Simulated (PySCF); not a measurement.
# [RuS2]-: doublet, from a PBE minimum start

The task is one start of a wider search on [RuS2]-: the doublet, built as PBE minimum. It is relaxed, tested by its Hessian and followed downhill if it is a saddle.

Method: PBE, basis Ru def2-SVPD with ECP28, S def2-SVPD, scalar-relativistic core potentials, no spin–orbit coupling, density fitting; program: PySCF 2.14.0.

### 1 Where the work starts

3 atoms, charge -1, spin multiplicity 2.

Bond lengths: Ru1–S2 2.105 Å, Ru1–S3 2.105 Å. Angles: S2–Ru1–S3 132.5°.

```xyz
3
charge -1 multiplicity 2
Ru    0.0000    0.0000   -0.3307
S     1.9269    0.0000    0.5178
S    -1.9269    0.0000    0.5178
```

### 2 Finding the electronic state

One driver script runs all steps and calls PySCF; scf.py shows how it sets up the SCF of each step. The optimiser is the driver's own. After this first run the driver tries any further starts and a stability analysis.

Contents of scf.py:

```python
from pyscf import gto, scf, dft
mol = gto.M(atom='''
Ru    -0.000000    -0.000000    -0.330746
S      1.926938    -0.000000     0.517768
S     -1.926938     0.000000     0.517768''',
    basis={'Ru': 'def2-SVPD', 'S': 'def2-SVPD'},
    ecp={'Ru': 'def2-SVPD'},
    charge=-1, spin=1)
mf = dft.UKS(mol, xc='PBE')
mf.grids.atom_grid = (50, 194)
aux = {'Ru': 'def2-universal-JKFIT', 'S': 'def2-universal-JKFIT'}
mf = mf.density_fit(auxbasis=aux)
mf.conv_tol = 1e-08
mf.diis_space = 10
mf.max_cycle = 60
mf.init_guess = 'minao'
mf.verbose = 4
mf.kernel()
```

Run with:

```console
> OMP_NUM_THREADS=2 python axn.py task.json out
```

After this run come: Relaxation: PBE minimum start, doublet; Vibrations and properties at this point.

Before running it: what results should come out? Wanted: minimum; geometry; wavenumbers; dipole moment; highest occupied, lowest empty level; polar-tensor charge of Ru1; zero-point energy; ⟨S²⟩.

As calculated:

| quantity | value |
| --- | --- |
| minimum | doublet, C2v |
| geometry | Ru–S 2.105 Å (×2); S–Ru–S 132.5° |
| wavenumbers (cm⁻¹) | 106 (a1), 470 (a1), 500 (b2) |
| dipole moment (centre of mass) | 1.15 D |
| highest occupied, lowest empty level (either spin) | 0.07, 0.48 eV |
| polar-tensor charge of Ru1 | +0.36 e |
| zero-point energy | 6.4 kJ/mol |
| entropy at 298.15 K | 300.7 J/(mol K) |
| ⟨S²⟩ | 0.757 |

In words: The PBE minimum start keeps its C2v symmetry and ends in a minimum. The strongest infrared band lies at 500 cm⁻¹ (b2, stretch). Most of the spin sits on Ru1 (Mulliken spin 0.92, against 1 for the whole molecule). Only this shape and spin were tried, so other structures or states may lie lower. The highest occupied level lies above zero: either self-interaction error lifts it or the extra electron is not bound, and the basis holds it in place. One determinant may miss the lowest occupation of an open d or f shell.
